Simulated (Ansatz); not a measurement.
# SrMg3: the cost of one run

Computed with Ansatz 0.2.0 through its Python package. Level of theory: DFT PBEsol, plane waves, PAW.

**1. The system**

SrMg3 Pm-3m: Symmetry: Pm-3m, No. 221, cubic system. Conventional cell: a = 4.943 Å, b = 4.943 Å, c = 4.943 Å, α = 90.00°, β = 90.00°, γ = 90.00°. Sr (site symmetry m-3m) is surrounded by 12 Mg at 3.49 Å. Mg (site symmetry 4/mmm) is surrounded by 4 Sr at 3.49 Å and 8 Mg at 3.49 Å.

Sr Fm-3m: It takes space group Fm-3m (No. 225, cubic). Conventional cell: a = 6.085 Å, b = 6.085 Å, c = 6.085 Å, α = 90.00°, β = 90.00°, γ = 90.00°. Around Sr (site symmetry m-3m) lie 12 Sr at 4.30 Å.

Mg P6_3/mmc: Symmetry: P6_3/mmc, No. 194, hexagonal system. Conventional cell: a = 3.209 Å, b = 3.209 Å, c = 5.210 Å, α = 90.00°, β = 90.00°, γ = 120.00°. Mg (site symmetry -6m2) is surrounded by 12 Mg at 3.20 to 3.21 Å.

Input file srmg3_srmg3.vasp:

```text
SrMg3
1.0
   4.94252600    0.00000000    0.00000000
   0.00000000    4.94252600    0.00000000
   0.00000000    0.00000000    4.94252600
Sr Mg
1 3
Direct
   0.00000000    0.00000000    0.00000000
   0.50000000    0.50000000    0.00000000
   0.50000000    0.00000000    0.50000000
   0.00000000    0.50000000    0.50000000
```

srmg3_sr.vasp, read by the script:

```text
Sr
1.0
   0.00000000    3.04235000    3.04235000
   3.04235000    0.00000000    3.04235000
   3.04235000    3.04235000    0.00000000
Sr
1
Direct
   0.00000000    0.00000000    0.00000000
```

Input file srmg3_mg.vasp:

```text
Mg
1.0
   3.20930000    0.00000000    0.00000000
  -1.60465000    2.77933533    0.00000000
   0.00000000    0.00000000    5.21030000
Mg
2
Direct
   0.33333333    0.66666667    0.25000000
   0.66666667    0.33333333    0.75000000
```

**2. Script**

File srmg3.py:

```python
from collections import Counter

import ansatz as az
from ase.io import read
import numpy as np


def solve(name, crystal):
    calc = (
        crystal.calculation()
        .functional(az.Functional.PBESOL)
        .basis(460)
        .kpoints(spacing=0.15)
        .occupations("fermi_dirac", width=0.05)
        .stress()
    )
    calc = calc.relax(force_tolerance=0.02, cell=True)
    return calc.run()


def counts(outcome):
    return Counter(site.symbol for site in outcome.lattice.sites)

def formation_energy(outcome, mu):
    n = counts(outcome)
    return (outcome.report["energy_sigma0_ev"] - sum(k * mu[element] for element, k in n.items())) / sum(n.values())


def volume_per_atom(outcome):
    return abs(np.linalg.det(outcome.lattice.cell_ang)) / len(outcome.lattice.sites)

phases = {}
atoms = read("srmg3_srmg3.vasp", format="vasp")
srmg3 = az.Crystal.from_ase(atoms)
phases["SrMg3"] = srmg3
atoms = read("srmg3_sr.vasp", format="vasp")
sr = az.Crystal.from_ase(atoms)
phases["Sr"] = sr
atoms = read("srmg3_mg.vasp", format="vasp")
mg = az.Crystal.from_ase(atoms)
phases["Mg"] = mg

done = {name: solve(name, crystal) for name, crystal in phases.items()}

references = {"Sr": "Sr", "Mg": "Mg"}
mu = {element: done[name].report["energy_sigma0_ev"] / len(done[name].lattice.sites) for element, name in references.items()}

target = done["SrMg3"]
heat = formation_energy(target, mu)
n = counts(target)
print("cell content:", dict(n), " volume", round(volume_per_atom(target), 3), "A^3/atom")
print("formation energy", round(heat, 4), "eV/atom,", round(heat * sum(n.values()), 4), "eV per cell")
print("bound against the elements" if heat < 0 else "unbound against the elements")
```

**3. What the engine is handed**

The engine receives this input (first run):

```yaml
crystal:
  lattice:
    - [4.942526, 0.0, 0.0]
    - [0.0, 4.942526, 0.0]
    - [0.0, 0.0, 4.942526]
  atoms:
    - { symbol: Sr, position: [0.0, 0.0, 0.0] }
    - { symbol: Mg, position: [0.5, 0.5, 0.0] }
    - { symbol: Mg, position: [0.5, 0.0, 0.5] }
    - { symbol: Mg, position: [0.0, 0.5, 0.5] }
basis:
  ecutwfc: 460.0
kpoints:
  mp_grid:
    kspacing: 0.15
hamiltonian:
  xc: pbesol
scf:
  occupations:
    method: fermi_dirac
    width: 0.05
relax:
  f_tol: 0.02
  cell: {}
output:
  stress: true
```

**4. Running it**

Launch:

```bash
$ python srmg3.py
```

**Question.** How long does this script take on 1 thread of Arm Neoverse V2, shared host, and how much memory does it need?

About 40 s, with a peak of 0.53 GiB.
